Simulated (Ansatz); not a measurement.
**CH₈BFSi₂: one species, many methods**

One table from this session's results is given with a row withheld; the runs are named, their logs left out.

The runs use Ansatz 0.2.0, Gaussian basis; functionals in def2-TZVPP, the program's frozen cores in correlated methods.

Plan: PBE-D4, r2SCAN-D4, PBE0-D4, B3LYP-D4, ωB97X-V, ωB97M-V, B2PLYP; CCSD(T)/def2-TZVPP; MP2/def2-QZVPP; extrapolation to the limit.

## The relaxed structure

All runs share one geometry, relaxed beforehand with PBE0-D4 in a triple-zeta def2 set.

SMILES `B[Si](C)(F)[SiH3]`, 13 atoms, charge 0, spin multiplicity 1.

Atoms are counted from 1 here; the program's logs count them from 0.

Bond lengths: B1–Si2 1.990 Å, B1–H6 1.195 Å, B1–H7 1.198 Å, Si2–C3 1.870 Å, Si2–F4 1.616 Å, Si2–Si5 2.364 Å, C3–H8 1.093 Å, C3–H9 1.093 Å, C3–H10 1.092 Å, Si5–H11 1.489 Å, Si5–H12 1.488 Å, Si5–H13 1.489 Å. Angles: Si2–B1–H6 123.6°, Si2–B1–H7 118.6°, H6–B1–H7 117.5°, B1–Si2–C3 114.7°, B1–Si2–F4 112.9°, B1–Si2–Si5 104.6°, C3–Si2–F4 107.5°, C3–Si2–Si5 109.7°, F4–Si2–Si5 107.3°, Si2–C3–H8 110.0°, Si2–C3–H9 111.0°, Si2–C3–H10 110.8°, H8–C3–H9 108.2°, H8–C3–H10 108.5°, H9–C3–H10 108.3°, Si2–Si5–H11 109.4°, Si2–Si5–H12 111.9°, Si2–Si5–H13 109.8° and more.

The first run:

in.yaml reads:

```yaml
crystal:
  periodic: [false, false, false]
  atoms:
    - {symbol: B, position_ang: [1.272504, -1.565951, 0.500848]}
    - {symbol: Si, position_ang: [0.400940, 0.222498, 0.443514]}
    - {symbol: C, position_ang: [-1.215185, 0.334978, 1.377714]}
    - {symbol: F, position_ang: [1.359028, 1.405688, 0.986445]}
    - {symbol: Si, position_ang: [0.020879, 0.625020, -1.854843]}
    - {symbol: H, position_ang: [2.440677, -1.726088, 0.695648]}
    - {symbol: H, position_ang: [0.618453, -2.532514, 0.230428]}
    - {symbol: H, position_ang: [-1.910004, -0.427186, 1.016462]}
    - {symbol: H, position_ang: [-1.059975, 0.176484, 2.447480]}
    - {symbol: H, position_ang: [-1.675616, 1.315630, 1.240450]}
    - {symbol: H, position_ang: [-0.981400, -0.349645, -2.367808]}
    - {symbol: H, position_ang: [1.266001, 0.484961, -2.656920]}
    - {symbol: H, position_ang: [-0.515802, 2.001228, -2.044819]}
basis:
  gaussian: {orbitals: def2-TZVPP}
hamiltonian: {xc: pbe, dispersion: d4}
output: {forces: true, orbitals: {seedname: orbitals}}
```

On the command line:

```bash
ansatz run in.yaml --threads 4 --pin off --events-out ev --progress --plain --max-ram 10444MiB
```

Steps of the session up to this table: PBE-D4 (GGA); r2SCAN-D4 (meta-GGA); PBE0-D4 (hybrid); B3LYP-D4 (hybrid); ωB97X-V (range-separated); ωB97M-V (range-separated); B2PLYP (double hybrid); CCSD(T) in def2-TZVPP; MP2 in def2-QZVPP.

One table of the session follows, with a row left open; its other results are not shown here.

It belongs to the step «Atomisation energies». 

| method | atomisation energy (eV) |
| --- | --- |
| PBE-D4 | 46.166 |
| r2SCAN-D4 | 46.194 |
| PBE0-D4 | 45.834 |
| B3LYP-D4 | ? |
| ωB97X-V | 46.295 |
| ωB97M-V | 46.080 |
| B2PLYP | 45.492 |
| HF/def2-TZVPP | 35.537 |
| MP2/def2-TZVPP | 45.145 |
| CCSD/def2-TZVPP | 44.464 |
| CCSD(T)/def2-TZVPP | 44.913 |
| MP2/CBS | 46.231 |
| CCSD(T)/CBS | 45.999 |

**Question.** Estimate the row for B3LYP-D4.

The run gave: atomisation energy (eV): 46.063. In the column «atomisation energy (eV)» it lies between CCSD(T)/CBS (45.999) and ωB97M-V (46.080).
